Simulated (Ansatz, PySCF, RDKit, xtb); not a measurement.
**BSiH5O4: which of the isomers drawn lies lowest?**

A sample of isomers of BSiH5O4 is drawn. Aim: find which of them has the lowest free energy at 298.15 K, then its properties. The sample is small against all isomers, and the most stable one of this formula need not be in it.

The funnel: GFN2-xTB relaxations, single points with a density functional, relaxations at PBE0-D4/def2-SVP, harmonic vibrations (at GFN2-xTB), and a last energy at a higher level. All values are calculated.

3 further runs of the same task are left out: 3 set aside as unsound or not needed.

## Step 1: Drawing up candidates

Isomers were drawn by moving bonds and hydrogen atoms under normal valences; this is a sample, not all of them. O–O, O–halogen and N–halogen bonds and N–N–N chains are not drawn. That gives 5 candidates.

```
label          SMILES     spin
 c447  OB(O)[SiH](O)O  singlet
 c738   O[SiH2]OB(O)O  singlet
 c792    OBO[SiH](O)O  singlet
 c873   BO[Si](O)(O)O  singlet
 c964   OB[Si](O)(O)O  singlet
```

Candidates are built by distance geometry, with a force field where one applies, in up to four conformers (letters a to d).

**Question.** With final energies at CCSD(T)/def2-SVP + MP2/def2-TZVPP - MP2/def2-SVP, which structure will this search put lowest in free energy, and by what margin?

| quantity | value |
| --- | --- |
| lowest structure found | O[SiH2]OB(O)O, singlet |
| next finalist | OBO[SiH](O)O, singlet, 2.2 kcal/mol higher in G |
| share at equilibrium, among the finalists | 94.5 % |
| dipole moment (PBE0/def2-SVPD) | 1.92 D |
| HOMO energy (PBE0/def2-SVPD) | -8.64 eV |
| LUMO energy (PBE0/def2-SVPD) | -0.24 eV |
| HOMO–LUMO gap (PBE0/def2-SVPD) | 8.41 eV |
| lowest excitation (TD-PBE0/def2-SVPD) | 7.40 eV (f = 0.006) |
| strongest of the states computed, same level | 8.67 eV (f = 0.044) |
| lowest triplet excitation, same level, Tamm-Dancoff | 7.22 eV |
| vertical ionisation energy | 10.85 eV |
| vertical electron affinity | -0.78 eV (unbound: the value depends on the basis) |
| vertical triplet less singlet | +7.39 eV |

`O[SiH2]OB(O)O` comes out lowest. The margin, 2.2 kcal/mol, is modest. HF/STO-3G, r2SCAN-D4/def2-SVP, PBE0-D4/def2-SVP, HF/def2-SVP and MP2/def2-SVP already put its bonding pattern lowest among the structures in one piece; GFN2-xTB favours the singlet OBO[SiH](O)O. 2 minima inside the window were never screened. The search is not exhaustive (a finite list of starts, one conformer a finalist), so a lower isomer can't be ruled out. Only 5 drawn patterns were tried, so whole families of isomers are missing, and the result ranks this sample alone.
